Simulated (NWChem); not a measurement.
# the pair CH5N···BSiH5, step by step

Aim: the energy (singlet CH10BNSi, PBE0-D3(0)/cc-pVDZ), then the energy (singlet CH5N, PBE0-D3(0)/cc-pVDZ), then a single-point energy (singlet BSiH5, PBE0-D3(0)/cc-pVDZ), then a single-point energy (singlet CH5N, PBE0-D3(0)/cc-pVDZ), then the energy (singlet BSiH5, PBE0-D3(0)/cc-pVDZ) of CH10BNSi and its partners. 

The calculation is run with NWChem 7.3.0.

## 1. The molecule

CH10BNSi has 14 atoms, charge 0, and is taken as a singlet. The two molecules were placed rigidly side by side, at 0.8 times their contact distance; the pair isn't optimised.

Bond lengths: C1–N2 1.453 Å, B8–Si9 2.010 Å, C1–H3 1.100 Å, C1–H4 1.092 Å, C1–H5 1.092 Å, N2–H6 1.012 Å, N2–H7 1.012 Å, B8–H10 1.196 Å, B8–H11 1.195 Å, Si9–H12 1.492 Å, Si9–H13 1.492 Å, Si9–H14 1.487 Å. Some angles: C1–N2–H6 110.6°, C1–N2–H7 110.6°, N2–C1–H3 115.4°, N2–C1–H4 109.4°, N2–C1–H5 109.4°, B8–Si9–H12 108.8°, B8–Si9–H13 108.8°, B8–Si9–H14 115.1°, Si9–B8–H10 118.9°, Si9–B8–H11 123.6°.

## 2. A single-point energy at PBE0-D3(0)/cc-pVDZ (run 1)

The input, mol.nw:

```
start mol
title "CH10BNSi PBE0"
memory stack 880 mb heap 220 mb global 1100 mb
geometry noautosym nocenter noautoz
 C    -0.473800   -0.138390   -0.281490
 N     0.801600    0.390910    0.170510
 H    -0.984400   -0.806390    0.427510
 H    -0.327200   -0.690690   -1.212490
 H    -1.150500    0.689310   -0.505490
 H     1.448000   -0.360590    0.373510
 H     0.686300    0.915810    1.027910
 B    -0.143930   -1.986320    4.346070
 Si    0.066200   -3.063560    2.662260
 H    -1.244610   -1.694630    4.713290
 H     0.775730   -1.614160    5.012200
 H    -0.675960   -4.348880    2.818170
 H    -0.565740   -2.319360    1.533690
 H     1.470170   -3.378350    2.285410
end
basis spherical bse
 * library cc-pVDZ
end
dft
 xc pbe0
 disp vdw 3
 grid fine
 convergence energy 1e-08
 iterations 100
 mulliken
 print low
end
task dft
```

The run is started by

```sh
$ nwchem mol.nw > mol.out
```

Standard output:

```text
[...]
 d= 0,ls=0.0,diis     1   -412.8188718284 -5.54D+02  5.84D-03  3.23D-01     5.2
[...]
 d= 0,ls=0.0,diis     8   -412.8631351650 -3.01D-09  1.05D-06  2.43D-08    34.0
         Total DFT energy =     -412.863135165002
      One electron energy =     -846.974376934276
           Coulomb energy =      333.257403210043
    Exchange-Corr. energy =      -40.732361743442
 Nuclear repulsion energy =      141.589706755276
    Dispersion correction =       -0.003506452603
[...]
      Total Density - Mulliken Population Analysis
     ---------------------------------------------
    Atom       Charge   Shell Charges
 -----------   ------   -------------------------------------------------------
    1 C    6     6.04   2.01  0.66  0.38  2.08  0.83  0.07
    2 N    7     7.24   2.01  0.75  0.66  2.41  1.39  0.03
    3 H    1     0.97   0.75  0.19  0.03
    4 H    1     0.95   0.75  0.18  0.03
    5 H    1     0.96   0.75  0.18  0.03
    6 H    1     0.91   0.73  0.12  0.06
    7 H    1     0.92   0.73  0.13  0.06
    8 B    5     5.05   2.01  0.64  0.49  1.44  0.44  0.02
    9 Si  14    13.89   2.00  2.03  0.77  0.48  6.01  1.58  0.86  0.16
   10 H    1     0.99   0.74  0.24  0.01
[...]
```

It took 35 s on 1 thread of Intel Xeon Platinum 8488C (Sapphire Rapids), shared host; peak memory 0.13 GiB.

## 3. CH5N: a single-point energy at PBE0-D3(0)/cc-pVDZ (run 2)

The input, nw.nw:

```
START nw
memory stack 880 mb heap 220 mb global 1100 mb

GEOMETRY noautosym nocenter noautoz
  C     -0.473800    -0.138390    -0.281490
  N      0.801600     0.390910     0.170510
  H     -0.984400    -0.806390     0.427510
  H     -0.327200    -0.690690    -1.212490
  H     -1.150500     0.689310    -0.505490
  H      1.448000    -0.360590     0.373510
  H      0.686300     0.915810     1.027910
END

BASIS spherical bse
  * library cc-pVDZ
END

DFT
  xc pbe0
  disp vdw 3
  grid fine
  convergence energy 1e-08
  maxiter 100
  mulliken
  print low
END

TASK dft energy
```

The run is started by

```sh
$ nwchem nw.nw > nw.out
```

Standard output:

```text
[...]
 d= 0,ls=0.0,diis     1    -95.7165699078 -1.38D+02  8.35D-03  2.19D-01     0.8
[...]
 d= 0,ls=0.0,diis     8    -95.7407735524 -2.45D-09  5.56D-07  1.75D-10     4.9
         Total DFT energy =      -95.740773552362
      One electron energy =     -211.862890533672
           Coulomb energy =       88.094443169170
    Exchange-Corr. energy =      -14.112487988161
 Nuclear repulsion energy =       42.140881650574
    Dispersion correction =       -0.000719850273
[...]
      Total Density - Mulliken Population Analysis
     ---------------------------------------------
    Atom       Charge   Shell Charges
 -----------   ------   -------------------------------------------------------
    1 C    6     6.04   2.01  0.66  0.38  2.08  0.83  0.08
    2 N    7     7.24   2.01  0.75  0.66  2.41  1.39  0.03
    3 H    1     0.98   0.75  0.20  0.03
    4 H    1     0.95   0.75  0.18  0.03
    5 H    1     0.95   0.75  0.18  0.03
    6 H    1     0.92   0.73  0.13  0.06
    7 H    1     0.92   0.73  0.13  0.06
[...]
```

Wall time 5.4 s (1 thread of Intel Xeon Platinum 8488C (Sapphire Rapids), shared host); peak memory 0.12 GiB.

## 4. BSiH5: a single-point energy at PBE0-D3(0)/cc-pVDZ (run 3)

The input, job.nw:

```
start job
title "BH5Si energy"
memory 2200 mb
geometry noautosym nocenter noautoz
  B    -0.143930   -1.986320    4.346070
  Si    0.066200   -3.063560    2.662260
  H    -1.244610   -1.694630    4.713290
  H     0.775730   -1.614160    5.012200
  H    -0.675960   -4.348880    2.818170
  H    -0.565740   -2.319360    1.533690
  H     1.470170   -3.378350    2.285410
end
basis spherical bse
  * library cc-pVDZ
end
dft
  xc pbe0
  disp vdw 3
  grid fine
  convergence energy 1e-08
  maxiter 100
  mulliken
  print low
end
task dft energy
```

The run is started by

```sh
$ nwchem job.nw > job.out
```

Standard output:

```text
[...]
 d= 0,ls=0.0,diis     1   -317.1014878847 -3.65D+02  6.98D-03  1.05D-01     1.6
[...]
 d= 0,ls=0.0,diis     8   -317.1212136313 -1.62D-10  7.39D-08  7.15D-12     9.4
         Total DFT energy =     -317.121213631252
      One electron energy =     -531.454346297414
           Coulomb energy =      193.386554543326
    Exchange-Corr. energy =      -26.616686079157
 Nuclear repulsion energy =       47.564486740253
    Dispersion correction =       -0.001222538259
[...]
      Total Density - Mulliken Population Analysis
     ---------------------------------------------
    Atom       Charge   Shell Charges
 -----------   ------   -------------------------------------------------------
    1 B    5     5.05   2.01  0.64  0.49  1.44  0.44  0.02
    2 Si  14    13.86   2.00  2.03  0.77  0.47  6.01  1.58  0.84  0.16
    3 H    1     0.99   0.74  0.24  0.01
    4 H    1     0.99   0.74  0.23  0.01
    5 H    1     1.03   0.71  0.31  0.01
    6 H    1     1.03   0.71  0.31  0.01
    7 H    1     1.04   0.72  0.31  0.01
[...]
```

Run time: 9.9 s. Hardware: 1 thread of Intel Xeon Platinum 8488C (Sapphire Rapids), shared host; peak memory 0.12 GiB.

## 5. CH5N among ghost functions: the energy at PBE0-D3(0)/cc-pVDZ (with ghost functions) (run 4)

The input, struct.nw:

```
start struct
title "CH5N"
memory 2200 mb

geometry noautosym nocenter noautoz
  C    -0.473800   -0.138390   -0.281490
  N     0.801600    0.390910    0.170510
  H    -0.984400   -0.806390    0.427510
  H    -0.327200   -0.690690   -1.212490
  H    -1.150500    0.689310   -0.505490
  H     1.448000   -0.360590    0.373510
  H     0.686300    0.915810    1.027910
  bqB     -0.143930    -1.986320     4.346070
  bqSi     0.066200    -3.063560     2.662260
  bqH     -1.244610    -1.694630     4.713290
  bqH      0.775730    -1.614160     5.012200
  bqH     -0.675960    -4.348880     2.818170
  bqH     -0.565740    -2.319360     1.533690
  bqH      1.470170    -3.378350     2.285410
end

basis spherical bse
  C library cc-pVDZ
  N library cc-pVDZ
  H library cc-pVDZ
  bqB library B cc-pVDZ
  bqSi library Si cc-pVDZ
  bqH library H cc-pVDZ
end

dft
  xc pbe0
  disp vdw 3
  grid fine
  convergence energy 1e-08
  maxiter 100
  mulliken
  print low
end

task dft energy
```

The run is started by

```sh
$ nwchem struct.nw > struct.out
```

Standard output:

```text
[...]
 d= 0,ls=0.0,diis     1    -95.7173862056 -1.38D+02  4.22D-03  2.18D-01     4.2
[...]
 d= 0,ls=0.0,diis     8    -95.7415227800 -2.30D-09  2.69D-07  1.74D-10    31.2
         Total DFT energy =      -95.741522779974
      One electron energy =     -211.851948815584
           Coulomb energy =       88.081006074765
    Exchange-Corr. energy =      -14.110741839457
 Nuclear repulsion energy =       42.140881650574
    Dispersion correction =       -0.000719850273
[...]
      Total Density - Mulliken Population Analysis
     ---------------------------------------------
    Atom       Charge   Shell Charges
 -----------   ------   -------------------------------------------------------
    1 C    6     6.04   2.01  0.66  0.38  2.08  0.83  0.07
    2 N    7     7.24   2.01  0.75  0.66  2.41  1.39  0.03
    3 H    1     0.97   0.75  0.19  0.03
    4 H    1     0.96   0.75  0.18  0.03
    5 H    1     0.96   0.75  0.18  0.03
    6 H    1     0.91   0.73  0.12  0.06
    7 H    1     0.92   0.73  0.12  0.06
    8 X    0    -0.00  -0.00 -0.00 -0.00 -0.00 -0.00 -0.00
    9 X    0     0.01  -0.00 -0.00 -0.00  0.00  0.00 -0.00  0.01 -0.00
   10 X    0     0.00  -0.00  0.00 -0.00
[...]
```

Wall time 32 s (1 thread of Intel Xeon Platinum 8488C (Sapphire Rapids), shared host); peak memory 0.13 GiB.

## 6. BSiH5 among ghost functions: a single-point energy at PBE0-D3(0)/cc-pVDZ (with ghost functions) (run 5)

The input, struct.nw:

```
start struct
title "BH5Si PBE0"
memory 2200 mb

geometry units angstrom noautosym nocenter noautoz
   B    -0.143930   -1.986320    4.346070
   Si    0.066200   -3.063560    2.662260
   H    -1.244610   -1.694630    4.713290
   H     0.775730   -1.614160    5.012200
   H    -0.675960   -4.348880    2.818170
   H    -0.565740   -2.319360    1.533690
   H     1.470170   -3.378350    2.285410
   bqC     -0.473800    -0.138390    -0.281490
   bqN      0.801600     0.390910     0.170510
   bqH     -0.984400    -0.806390     0.427510
   bqH     -0.327200    -0.690690    -1.212490
   bqH     -1.150500     0.689310    -0.505490
   bqH      1.448000    -0.360590     0.373510
   bqH      0.686300     0.915810     1.027910
end

basis spherical bse
   B library cc-pVDZ
   Si library cc-pVDZ
   H library cc-pVDZ
   bqC library C cc-pVDZ
   bqN library N cc-pVDZ
   bqH library H cc-pVDZ
end

dft
   xc pbe0
   mult 1
   disp vdw 3
   grid fine
   convergence energy 1e-08
   iterations 100
   mulliken
   print low
end

task dft
```

The run is started by

```sh
$ nwchem struct.nw > struct.out
```

Standard output:

```text
[...]
 d= 0,ls=0.0,diis     1   -317.1015669870 -3.65D+02  3.62D-03  1.05D-01     4.8
[...]
 d= 0,ls=0.0,diis     8   -317.1213011701 -1.66D-10  3.81D-08  7.04D-12    32.0
         Total DFT energy =     -317.121301170104
      One electron energy =     -531.450244335977
           Coulomb energy =      193.381822378498
    Exchange-Corr. energy =      -26.616143414619
 Nuclear repulsion energy =       47.564486740253
    Dispersion correction =       -0.001222538259
[...]
      Total Density - Mulliken Population Analysis
     ---------------------------------------------
    Atom       Charge   Shell Charges
 -----------   ------   -------------------------------------------------------
    1 B    5     5.05   2.01  0.65  0.49  1.44  0.44  0.02
    2 Si  14    13.88   2.00  2.03  0.77  0.48  6.01  1.58  0.85  0.16
    3 H    1     0.99   0.74  0.24  0.01
    4 H    1     0.99   0.74  0.23  0.01
    5 H    1     1.03   0.71  0.31  0.01
    6 H    1     1.01   0.71  0.29  0.01
    7 H    1     1.04   0.72  0.31  0.01
    8 X    0    -0.00   0.00  0.00 -0.00 -0.00 -0.00 -0.00
    9 X    0    -0.00   0.00  0.00 -0.00  0.00 -0.00  0.00
   10 X    0     0.01  -0.00  0.01  0.00
[...]
```

Run time: 33 s. Hardware: 1 thread of Intel Xeon Platinum 8488C (Sapphire Rapids), shared host; peak memory 0.13 GiB.

## 7. Summary of results

| quantity | value |
| --- | --- |
| run 1, PBE0-D3(0)/cc-pVDZ: total energy | -412.86314 Eh |
| run 1, PBE0-D3(0)/cc-pVDZ: dispersion energy | -9.21 kJ/mol |
| CH5N: total energy | -95.74077 Eh |
| CH5N: dispersion energy | -1.89 kJ/mol |
| BSiH5: total energy | -317.12121 Eh |
| BSiH5: dispersion energy | -3.21 kJ/mol |
| CH5N among ghost functions: total energy | -95.74152 Eh |
| CH5N among ghost functions: dispersion energy | -1.89 kJ/mol |
| BSiH5 among ghost functions: total energy | -317.12130 Eh |
| BSiH5 among ghost functions: dispersion energy | -3.21 kJ/mol |
| interaction energy of the rigid parts CH5N and BSiH5 (parts in their own basis; closest atoms 1.92 Å apart) | -0.031 eV |
| interaction energy of the rigid parts CH5N and BSiH5 (parts in the whole basis, counterpoise; closest atoms 1.92 Å apart) | -0.008 eV |

In words: The interaction energy of the rigid parts CH5N and BSiH5 (parts in their own basis; closest atoms 1.92 Å apart) is −0.03 eV (−0.7 kcal/mol): the parts attract. Without counterpoise this holds the superposition error of the basis. The interaction energy of the rigid parts CH5N and BSiH5 (parts in the whole basis, counterpoise; closest atoms 1.92 Å apart) is −0.01 eV (−0.2 kcal/mol). The basis-set superposition error is 2.2 kJ/mol. Mulliken charges (run 1, PBE0-D3(0)/cc-pVDZ) run from -0.24 on N2 to +0.11 on Si9; they depend strongly on the basis. Mulliken charges (CH5N) run from -0.24 on N2 to +0.08 on H6. Mulliken charges (BSiH5) run from -0.05 on B1 to +0.14 on Si2; they depend strongly on the basis.
